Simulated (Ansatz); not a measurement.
# BrF4HSi: the cost of one run

Program: Ansatz 0.2.0. Level of theory: RKS PBE0-D4/def2-SVP. These are calculated values, not measurements.

## (1) The system as given

Bond lengths: Si1–F2 2.000 Å, Si1–F3 1.570 Å, Si1–F4 1.569 Å, Si1–F5 1.583 Å, Si1–Br7 2.697 Å. Angles: F2–Si1–F3 84.8°, F2–Si1–F4 85.4°, F2–Si1–F5 165.2°, F2–Si1–Br7 72.6°, F3–Si1–F4 123.4°, F3–Si1–F5 100.8°, F3–Si1–Br7 118.7°, F4–Si1–F5 102.4°, F4–Si1–Br7 110.9°, F5–Si1–Br7 92.7°.

Coordinates:

```xyz
7

Si   -0.5819   -0.1741   -0.2609
F     0.9814   -0.8206    0.8065
F    -0.2304   -1.3607   -1.2273
F    -1.4011   -0.3535    1.0653
F    -1.5775    0.6616   -1.1650
H     1.6562    0.1679    0.8301
Br    1.1533    1.8795   -0.0488
```

## (2) A restrained relaxation towards end A

Springs on the bonds that form and break draw the guess towards this end; the thresholds are loose.

File input.yaml:

```yaml
crystal:
  periodic: [false, false, false]
  atoms:
    - { symbol: Si, position_ang: [-0.5819, -0.1741, -0.2609] }
    - { symbol: F, position_ang: [0.9814, -0.8206, 0.8065] }
    - { symbol: F, position_ang: [-0.2304, -1.3607, -1.2273] }
    - { symbol: F, position_ang: [-1.4011, -0.3535, 1.0653] }
    - { symbol: F, position_ang: [-1.5775, 0.6616, -1.165] }
    - { symbol: H, position_ang: [1.6562, 0.1679, 0.8301] }
    - { symbol: Br, position_ang: [1.1533, 1.8795, -0.0488] }
basis:
  gaussian: { orbitals: def2-SVP }
hamiltonian:
  xc: pbe0
  dispersion: d4
relax:
  f_tol: 0.15
  max_steps: 25
  restrain:
    - { distance: [0, 6], at: 3.61, k: 30.0 }
    - { distance: [5, 1], at: 2.18, k: 30.0 }
    - { distance: [0, 1], at: 1.68, k: 30.0 }
    - { distance: [5, 6], at: 1.51, k: 30.0 }
output:
  orbitals: {}
```

Launch:

```console
$ ansatz run input.yaml --threads 2 --pin off --max-ram 3072MiB --backend cpu --events-out ev --progress --plain --runs-dir out
```

What time and memory should one allow on 2 threads of Arm Neoverse V1, shared host?

About 33 s, with a peak of 0.28 GiB.
